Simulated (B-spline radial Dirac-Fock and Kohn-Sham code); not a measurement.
# An X-ray data sheet for Pm³⁴⁺, step by step

What does theory give for Pm³⁴⁺? The session works out its X-ray form factor and Compton profile, the binding energy of each subshell and its two-hole states.

Method: a free atom or ion on a radial basis; each step names its model; computed with B-spline radial Dirac-Fock and Kohn-Sham code, version 2.

### Step 1. The atom as given

The Pm³⁴⁺ ion, [Ar] 3d9.

```
nuclear charge     : 61
electrons          : 27
mass number        : 145
nuclear rms radius : 4.962 fm
```

Outer shells as boxes (Hund's rule, for the drawing alone; heavy ions are jj-coupled, and the calculation averages over the configuration):

```
[Ar] core
3d [↑↓][↑↓][↑↓][↑↓][↑ ]
```

### Step 2. Form factor and Compton profile

Model: Dirac-Fock average of configuration, finite nucleus; form factor of the spherical density, Waller-Hartree incoherent function, impulse-approximation Compton profiles.

Settings, as recorded:

```ini
task = scatter
Z = 61
charge = 34
configuration = 1s2 2s2 2p6 3s2 3p6 3d9
mass_number = 145
rms_radius = 4.962  # fm
s = [0.0, 0.05, 0.1, 0.15, 0.2, 0.25, 0.3, 0.35, 0.4, 0.45, 0.5, 0.6, 0.7, 0.8, 0.9, 1.0, 1.1, 1.2, 1.4, 1.6, 1.8, 2.0, 2.5, 3.0, 3.5, 4.0, 5.0, 6.0]  # 1/A
pz = [0, 0.1, 0.2, 0.3, 0.4, 0.5, 0.6, 0.8, 1.0, 1.2, 1.4, 1.6, 1.8, 2.0, 2.5, 3.0, 4.0, 5.0, 7.0, 10.0, 15.0, 20.0, 30.0, 40.0, 60.0, 100.0]  # a.u.
photon_energy = [1000, 2000, 5000, 8047.8, 17479.3, 50000, 500000, 1000000]  # eV
```

Main fields of the result record, rounded:

```text
status: converged
form_factor [e]: [27.0, 26.978, 26.912, 26.802, 26.65, 26.456, 26.221, 25.948, 25.637, 25.291, 24.912, 24.064, 23.114, 22.082, 20.993, 19.866, 18.723, 17.583, 15.38, 13.362, 11.593, 10.101, 7.4989, 6.0712, 5.2431, 4.6444, 3.6151, 2.7434]
incoherent: [1.8677e-11, 0.018659, 0.074476, 0.16698, 0.29538, 0.4586, 0.6553, 0.88388, 1.1425, 1.4292, 1.7418, 2.4354, 3.2041, 4.0286, 4.8899, 5.7709, 6.6563, 7.533, 9.2219, 10.783, 12.194, 13.453, 16.025, 17.979, 19.517, 20.76, 22.598, 23.798]
compton_total [1/a.u.]: [1.1877, 1.1876, 1.1873, 1.1868, 1.1861, 1.1851, 1.184, 1.1811, 1.1774, 1.1729, 1.1675, 1.1614, 1.1544, 1.1467, 1.1239, 1.0964, 1.0285, 0.94661, 0.76197, 0.50738, 0.25368, 0.13855, 0.050855, 0.022924, 0.0067246, 0.0010895]
shells: ["1s1/2", "2s1/2", "2p1/2", "2p3/2", "3s1/2", "3p1/2", "3p3/2", "3d3/2", "3d5/2"]
occupation: [2.0, 2.0, 2.0, 4.0, 2.0, 2.0, 4.0, 3.6, 5.4]
mean_momentum [a.u.]: [58.799, 21.01, 27.934, 25.86, 10.811, 12.886, 12.307, 14.715, 14.493]
r2 [bohr^2]: 1.1979
r_inverse [1/bohr]: 349.45
r1 [bohr]: 4.806
coherent [b]: [483.93, 480.87, 460.27, 425.13, 285.67, 78.503, 1.4086, 0.36469]
incoherent_cross_section [b]: [0.016052, 0.063614, 0.38092, 0.925, 3.2384, 8.328, 7.5299, 5.6232]
radial_jk:
  3d: {"j0": [1.0, 0.9989, 0.9956, 0.99013, 0.98253, 0.97284, 0.96114, 0.94749, 0.93199, 0.91473, 0.89584, 0.8536, 0.80629, 0.75501, 0.70086, 0.64494, 0.5883, 0.53191, 0.42314, 0.32399, 0.23776, 0.16585, 0.045841, -0.0089302, -0.026538, -0.027221, -0.01606, -0.0072072], "j2": [0.0, 0.00044037, 0.0017572, 0.0039376, 0.0069606, 0.010797, 0.01541, 0.020755, 0.026783, 0.033437, 0.040657, 0.056527, 0.073837, 0.092004, 0.11045, 0.12862, 0.14601, 0.16218, 0.18951, 0.20869, 0.21912, 0.22123, 0.19862, 0.15572, 0.11147, 0.074969, 0.030008, 0.010671], "j4": [0.0, 7.9574e-08, 1.2701e-06, 6.4046e-06, 2.0129e-05, 4.8794e-05, 0.0001003, 0.00018392, 0.00031007, 0.00049006, 0.00073588, 0.0014744, 0.0026236, 0.0042743, 0.0065017, 0.0093594, 0.012875, 0.017046, 0.027209, 0.039304, 0.05249, 0.065799, 0.093967, 0.10868, 0.10935, 0.10021, 0.071097, 0.044815], "r2": 0.059799, "r4": 0.0061578, "r6": 0.00097602}
```

The scattering functions against s = sin θ / λ:

```tsv
s (1/Å)	f (e)	f / N	S(s)
0	27.00	1.000	0
0.100	26.91	0.997	0.07448
0.200	26.65	0.987	0.2954
0.300	26.22	0.971	0.6553
0.400	25.64	0.950	1.143
0.500	24.91	0.923	1.742
0.700	23.11	0.856	3.204
0.900	20.99	0.778	4.890
1.10	18.72	0.693	6.656
1.40	15.38	0.570	9.222
1.80	11.59	0.429	12.19
2.50	7.499	0.278	16.03
3.50	5.243	0.194	19.52
5.00	3.615	0.134	22.60
```

### Step 3. Binding energies

Model: Dirac-Fock average of configuration, Delta-SCF, finite nucleus, first-order Breit with its frequency dependence, self-energy and vacuum polarisation.

The run's settings:

```ini
task = binding
```

Main fields of the result record, rounded:

```text
status: converged
shells: ["K", "L1", "L2", "L3", "M1", "M2", "M3", "M4,5"]
total_energy_parts [Ha]: [-9332.39937, 9.38396928, -0.959113625, -0.120252828, 6.77450074, -1.0160753]
koopmans [eV]: [46868.4, 8881.91, 8474.17, 7908.74, 2959.55, 2786.46, 2663.8, 2364.34]
dirac_coulomb [eV]: [46821.4, 8864.7, 8453.6, 7889.8, 2957.03, 2783.48, 2661.18, 2360.69]
gaunt [eV]: [-132.566, -13.7175, -23.7125, -16.915, -2.73451, -4.68271, -3.26283, -1.71876]
retardation [eV]: [9.76343, 1.04385, 2.62691, 2.62765, 0.22876, 0.54172, 0.543885, 0.240812]
breit_frequency [eV]: [1.4712, -0.133185, -0.00246525, 0.653726, -0.0334873, -0.0268933, 0.132471, -0.00619376]
self_energy [eV]: [-74.2969, -9.8865, 0.341716, -0.524297, -2.28284, 0.0230631, -0.15039, 0.101837]
vacuum_polarisation [eV]: [11.6103, 1.43416, 0.00637571, -0.0600254, 0.319136, 0.00305206, -0.0138362, -0.013766]
binding [eV]: [46637.4, 8843.44, 8432.86, 7875.58, 2952.52, 2779.34, 2658.43, 2359.29]
mean_radius [bohr]: [0.0231716, 0.0980613, 0.0822577, 0.0886742, 0.253273, 0.242609, 0.253717, 0.227817]
```

total_energy_parts: Dirac-Coulomb, Gaunt, retardation, frequency dependence, self-energy, vacuum polarisation. 

The binding energies by parts, in eV; the parts add up.

```tsv
level	-ε	relaxation	Breit	QED	binding
K (1s)	46868.4	-46.96	-121.33	-62.69	46637.4
L1 (2s)	8881.9	-17.21	-12.81	-8.45	8843.4
L2 (2p1/2)	8474.2	-20.56	-21.09	0.35	8432.9
L3 (2p3/2)	7908.7	-18.94	-13.63	-0.58	7875.6
M1 (3s)	2959.6	-2.53	-2.54	-1.96	2952.5
M2 (3p1/2)	2786.5	-2.98	-4.17	0.03	2779.3
M3 (3p3/2)	2663.8	-2.63	-2.59	-0.16	2658.4
M4,5 (3d)	2364.3	-3.65	-1.48	0.09	2359.3
```

X-ray lines as differences of these levels:

```tsv
line	energy (eV)
Kβ1 (K-M3)	43979.0
Kβ3 (K-M2)	43858.1
Kα1 (K-L3)	38761.8
Kα2 (K-L2)	38204.5
Lβ3 (L1-M3)	6185.0
Lβ4 (L1-M2)	6064.1
Lη (L2-M1)	5480.3
Lℓ (L3-M1)	4923.1
```

### Step 4. Two holes

Model: Dirac-Fock average of configuration, Delta-SCF, finite nucleus, first-order Breit with its frequency dependence, self-energy and vacuum polarisation; two-hole levels by intermediate coupling within the shell, Auger rates as independent-particle Coulomb matrix elements.

Settings, as recorded:

```ini
task = double
```

Main fields of the result record, rounded:

```text
status: converged
single_binding [eV]: {"K": 46637.41, "L1": 8843.436, "L2": 8432.865, "L3": 7875.582, "M1": 2952.524, "M2": 2779.336, "M3": 2658.426, "M4,5": 2359.293}
double_binding [eV]:
  KK: 94377.99
  KL2: 55426.09
  KL3: 54831.75
  KM2: 49554.45
  KM3: 49424.7
  L1L1: 17905.6
  L1L2: 17486.07
  L1L3: 16921.66
  L1M2: 11739.1
  L1M3: 11614.21
  L2L2: 17131.02
  L2L3: 16547.32
  L2M1: 11498.92
  L2M3: 11207.43
  L3L3: 15986.75
  L3M1: 10940.61
  L3M2: 10773.9
  M2M2: 5654.386
  M2M3: 5526.418
  M3M3: 5405.44
auger_lines [eV]:
  K-L123: [["L2L3", 2, 0.999314, 30081.7, 0.357716], ["L3L3", 2, 0.999314, 30658.2, 0.128742], ["L1L2", 1, 0.992533, 29139.2, 0.12374], ["L1L3", 1, 0.992533, 29678.3, 0.1043], ["L1L1", 0, 0.994412, 28726.0, 0.0836507], ["L1L3", 2, 1.0, 29740.7, 0.0252497]]
  L2-M23: [["M2M3", 2, 0.998077, 2903.24, 0.191214], ["M2M2", 0, 0.996526, 2777.65, 0.0895852], ["M2M3", 1, 1.0, 2911.39, 0.0870545], ["M3M3", 0, 0.996526, 3015.17, 0.00182583], ["M3M3", 2, 0.998077, 3030.29, 0.00171816]]
  L3-M23: [["M3M3", 2, 0.998077, 2473.0, 0.166334], ["M2M3", 2, 0.998077, 2345.96, 0.116119], ["M3M3", 0, 0.996526, 2457.89, 0.0507885], ["M2M3", 1, 1.0, 2354.11, 0.0500037], ["M2M2", 0, 0.996526, 2220.37, 0.00171821]]
```

Auger rows: leading holes, J, purity, kinetic energy, width; the six strongest of each group. Left out are hole states that did not converge, or in which two open shells of one symmetry are about equally filled, where the average of configuration falls too low.

Hole-hole repulsion U = E(ab) - E(a) - E(b), in eV:

```tsv
holes	double	sum of singles	U
K K	94378.0	93274.8	1103.2
K L2	55426.1	55070.3	355.8
K L3	54831.7	54513.0	318.8
K M2	49554.4	49416.7	137.7
K M3	49424.7	49295.8	128.9
L1 L1	17905.6	17686.9	218.7
L1 L2	17486.1	17276.3	209.8
L1 L3	16921.7	16719.0	202.6
L1 M2	11739.1	11622.8	116.3
L1 M3	11614.2	11501.9	112.3
L2 L2	17131.0	16865.7	265.3
L2 L3	16547.3	16308.4	238.9
L2 M1	11498.9	11385.4	113.5
L2 M3	11207.4	11091.3	116.1
L3 L3	15986.7	15751.2	235.6
L3 M1	10940.6	10828.1	112.5
L3 M2	10773.9	10654.9	119.0
M2 M2	5654.4	5558.7	95.71
M2 M3	5526.4	5437.8	88.66
M3 M3	5405.4	5316.9	88.59
```

### Step 5. Summary of results

| quantity | value |
| --- | --- |
| rms radius of the electron cloud | 0.211 bohr |
| form factor halves at | 1.6 1/Å |
| Compton profile at zero | 1.188 1/a.u. |
| deepest level listed, K (1s) | 46637.4 eV |
| least bound, M4,5 (3d) | 2359.3 eV |
| Kα1 | 38761.8 eV |
| ionisation energy, NIST (theoretical) | 2344.00 eV |
| largest U, K K | 1103.2 eV |
| strongest line of K-L123 | L2L3, J = 2, 30081.7 eV |

In words: The form factor starts at the 27 electrons and halves by s = 1.6 1/Å. Incoherent scattering outweighs coherent from 500 keV on, among the energies asked. The K (1s) level lies 47.0 eV under Koopmans' value by relaxation alone; Breit gives -121.33 and QED -62.69 eV. NIST's ionisation energy differs by -15.29 eV from the least binding energy; the calculation averages open shells over their j components and terms. U runs from 88.59 eV (M3 M3) to 1103.2 eV (K K). In the K-L123 Auger group the L2L3 J = 2 line carries 41 % of the rate. The Hartree-Fock and Dirac-Fock values hold no electron correlation.
